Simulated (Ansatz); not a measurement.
# One shape, several levels: doublet CH3NOSSi+

We compute a comparison of 5 runs (UB3LYP/6-31G*, U-r2SCAN/def2-SVP, U-revPBE/def2-SVP, USVWN5/def2-SVP, UMP2/def2-SVP) of doublet CH3NOSSi+. 

The results are computed with Ansatz 0.2.0.

93 further runs of the same task are left out: 93 set aside as unsound or not needed. Runs told in other sessions of the task aren't counted.

## 1. The structure to begin with

CH3NOSSi+: 8 atoms, total charge +1, spin state doublet. As SMILES of the parent species, `[H]/N=C1/S[SiH]1O`. The coordinates come from a PBE0-D4/def2-TZVP relaxation. This is one conformer, not always the lowest. That shape belongs to the parent species and isn't relaxed for this state.

Bond lengths: N1–C2 1.252 Å, C2–S3 1.831 Å, C2–Si4 1.825 Å, S3–Si4 2.100 Å, Si4–O5 1.628 Å, N1–H6 1.020 Å, Si4–H7 1.472 Å, O5–H8 0.960 Å. Some angles: N1–C2–S3 127.6°, N1–C2–Si4 162.3°, S3–C2–Si4 70.1°, C2–S3–Si4 54.8°, C2–Si4–S3 55.1°, C2–Si4–O5 124.0°, S3–Si4–O5 121.8°, C2–N1–H6 110.6°, C2–Si4–H7 122.3°, S3–Si4–H7 120.6°.

## 2. The energy at UB3LYP/6-31G(d) (spherical functions) (run 1)

job.yaml reads:

```yaml
crystal:
  periodic: [false, false, false]
  atoms:
    - {symbol: "N", position_ang: [0.190900, 1.673800, 1.393300]}
    - {symbol: C, position_ang: [0.219800, 0.565600, 0.811600]}
    - {symbol: S, position_ang: [-0.007900, -1.092800, 1.554500]}
    - {symbol: Si, position_ang: [0.323000, -0.715300, -0.484600]}
    - {symbol: O, position_ang: [-0.831600, -0.972800, -1.603400]}
    - {symbol: H, position_ang: [0.347300, 2.431900, 0.729100]}
    - {symbol: H, position_ang: [1.597600, -1.091500, -1.118200]}
    - {symbol: H, position_ang: [-1.746800, -0.856000, -1.337900]}
basis:
  gaussian:
    orbitals: 6-31G_st_-spherical.json
total_charge: 1
magnetization:
  spin_polarized: true
  initial_magnetization: 1
hamiltonian:
  xc: {name: B3LYP}
accuracy: high
output: {orbitals: {seedname: orbitals}}
```

The basis set 6-31G* is read from a file made from the Basis Set Exchange's data (not shown).

Run with:

```sh
$ ansatz run job.yaml --threads 1 --pin off --max-ram 2610MiB --events-out events.jsonl --progress --plain --runs-dir runs
```

Standard output:

```text
Warning: RAYON_NUM_THREADS=1 ignored (pool sized by the plan → 1); use --threads N
Functional definition: B3LYP
  name "B3LYP"
  parameter a0 = 0.2
  parameter ax = 0.72
  parameter ac = 0.81
  exchange = (1 - a0 - ax)*slater_x + ax*b88_x + a0*exact_x
  correlation = (1 - ac)*vwn_rpa_c + ac*lyp_c
1876 factors; integrals over basis functions are off by at most 4.1e-9 eV
mean field evaluation 1: about -23308.2815 eV, gradient 6.5e1 eV
mean field evaluation 2: about -23220.4465 eV, gradient 1.4e2 eV
mean field evaluation 4: about -23323.4377 eV, gradient 2.5e1 eV
mean field evaluation 8: about -23326.3573 eV, gradient 1.2e0 eV
mean field evaluation 16: about -23326.6436 eV, gradient 9.2e-2 eV
mean field evaluation 32: about -23326.6453 eV, gradient 5.4e-5 eV
mean field -23326.64533004 eV, -857.2384045110 hartree, gradient 5.7e-8 eV, S^2 0.756762; 2 other end points of the search recorded, 0 dependent functions left out
reference -23326.64536802 eV, -857.2384059068 hartree; 27, 26 occupied and 57, 58 virtual orbitals, 1876 factors
Total energy: -23326.64536802 eV, -857.2384059068 hartree
```

It took 30 s on 1 thread of Arm Neoverse V2, shared host; peak memory 0.43 GiB.

## 3. The energy at U-r2SCAN/def2-SVP (run 2)

run.yaml reads:

```yaml
crystal:
  periodic: [false, false, false]
  atoms:
    - {symbol: "N", position_ang: [0.190900, 1.673800, 1.393300]}
    - {symbol: C, position_ang: [0.219800, 0.565600, 0.811600]}
    - {symbol: S, position_ang: [-0.007900, -1.092800, 1.554500]}
    - {symbol: Si, position_ang: [0.323000, -0.715300, -0.484600]}
    - {symbol: O, position_ang: [-0.831600, -0.972800, -1.603400]}
    - {symbol: H, position_ang: [0.347300, 2.431900, 0.729100]}
    - {symbol: H, position_ang: [1.597600, -1.091500, -1.118200]}
    - {symbol: H, position_ang: [-1.746800, -0.856000, -1.337900]}
basis:
  gaussian: {orbitals: def2-SVP}
total_charge: 1
magnetization: {spin_polarized: true, initial_magnetization: 1}
hamiltonian: {xc: r2scan}
accuracy: high
output: {orbitals: {seedname: orbitals}}
```

Run with:

```sh
$ ansatz run run.yaml --threads 1 --pin off --max-ram 2610MiB --events-out events.jsonl --progress --plain --runs-dir runs
```

Standard output:

```text
Warning: RAYON_NUM_THREADS=1 ignored (pool sized by the plan → 1); use --threads N
Functional definition: r2SCAN
  name "r2SCAN"
  parameter k0 = 0.174
  parameter k1 = 0.065
  parameter a1 = 4.9479
  exchange = r2scan_x(k0 = k0, k1 = k1, a1 = a1)
  correlation = r2scan_c
2022 factors; integrals over basis functions are off by at most 5.1e-8 eV
mean field evaluation 1: about -23291.3615 eV, gradient 7.0e1 eV
mean field evaluation 2: about -23126.4899 eV, gradient 1.7e2 eV
mean field evaluation 4: about -23304.9557 eV, gradient 4.4e1 eV
mean field evaluation 8: about -23314.0953 eV, gradient 5.7e-1 eV
mean field evaluation 16: about -23314.0921 eV, gradient 4.6e-3 eV
mean field evaluation 32: about -23314.0921 eV, gradient 4.0e-7 eV
mean field -23314.09207110 eV, -856.7770807538 hartree, gradient 6.5e-8 eV, S^2 0.756795; 4 other end points of the search recorded, 0 dependent functions left out
reference -23314.09207285 eV, -856.7770808179 hartree; 27, 26 occupied and 66, 67 virtual orbitals, 2022 factors
Total energy: -23314.09207285 eV, -856.7770808179 hartree
```

Wall time 41 s (1 thread of Arm Neoverse V2, shared host); peak memory 0.46 GiB.

Runs 3 to 4 aren't shown in full; the table further down has their settings and results.

## 4. A single-point energy at UMP2/def2-SVP (run 5)

molecule.yaml reads:

```yaml
crystal:
  periodic: [false, false, false]
  atoms:
    - {symbol: N, position_ang: [0.190900, 1.673800, 1.393300]}
    - {symbol: C, position_ang: [0.219800, 0.565600, 0.811600]}
    - {symbol: S, position_ang: [-0.007900, -1.092800, 1.554500]}
    - {symbol: Si, position_ang: [0.323000, -0.715300, -0.484600]}
    - {symbol: O, position_ang: [-0.831600, -0.972800, -1.603400]}
    - {symbol: H, position_ang: [0.347300, 2.431900, 0.729100]}
    - {symbol: H, position_ang: [1.597600, -1.091500, -1.118200]}
    - {symbol: H, position_ang: [-1.746800, -0.856000, -1.337900]}
basis:
  gaussian:
    orbitals: def2-SVP
total_charge: 1
magnetization:
  spin_polarized: true
  initial_magnetization: 1
correlation:
  method: mp2
  frozen_orbitals: {C: 1, H: 0, "N": 1, O: 1, S: 5, Si: 5}
accuracy: high
```

Run with:

```sh
$ ansatz run molecule.yaml --threads 1 --pin off --max-ram 2610MiB --events-out events.jsonl --progress --plain --runs-dir runs
```

Standard output, cut to the lines that bear on the results:

```text
Warning: RAYON_NUM_THREADS=1 ignored (pool sized by the plan → 1); use --threads N
Functional definition: HF
  name "HF"
[...]
2022 factors; integrals over basis functions are off by at most 5.1e-8 eV
[...]
mean field -23258.64014571 eV, -854.7392600825 hartree, gradient 6.3e-8 eV, S^2 0.979274; 10 other end points of the search recorded, 0 dependent functions left out
13 core orbitals not correlated: weight in the atoms' cores, before any rotation towards them, 1.000 or more for the frozen orbitals, at most 0.000 for the correlated occupied ones
reference -23258.64014571 eV, -854.7392600825 hartree; 14, 13 occupied and 66, 67 virtual orbitals, 2022 factors
second order -17.56071734 eV of doubles, -0.00000000 eV of singles
Total energy: -23276.20086306 eV, -855.3846045417 hartree
```

Wall time 17 s (1 thread of Arm Neoverse V2, shared host); peak memory 0.37 GiB.

## 5. All runs side by side

```
run                                level  frozen core orbitals  energy (Eh)  HOMO energy (eV)  LUMO energy (eV)   ⟨S²⟩  wall time
  1  UB3LYP/6-31G* (spherical functions)                     –  -857.238406            -13.33            -11.33  0.757       30 s
  2                    U-r2SCAN/def2-SVP                     –  -856.777081            -12.84            -11.93  0.757       41 s
  3                    U-revPBE/def2-SVP                     –  -856.744829            -12.47            -11.85  0.753       15 s
  4                      USVWN5/def2-SVP                     –  -853.075354            -12.61            -12.11  0.752      7.8 s
  5                        UMP2/def2-SVP                    13  -855.384605                 –                 –  0.979       17 s
```

## 6. What came out

| quantity | value |
| --- | --- |
| run 5: total energy | -855.38460 Eh |
| run 5: correlation energy (13 core orbitals frozen) | -645.3 mEh |
| run 5: ⟨S²⟩ of the reference determinant | 0.979 |

In words: Totals of different functionals can't be ranked against each other. Spin contamination of the reference: run 5 ⟨S²⟩ = 0.98. All runs together took 1.8 min, the longest 41 s.
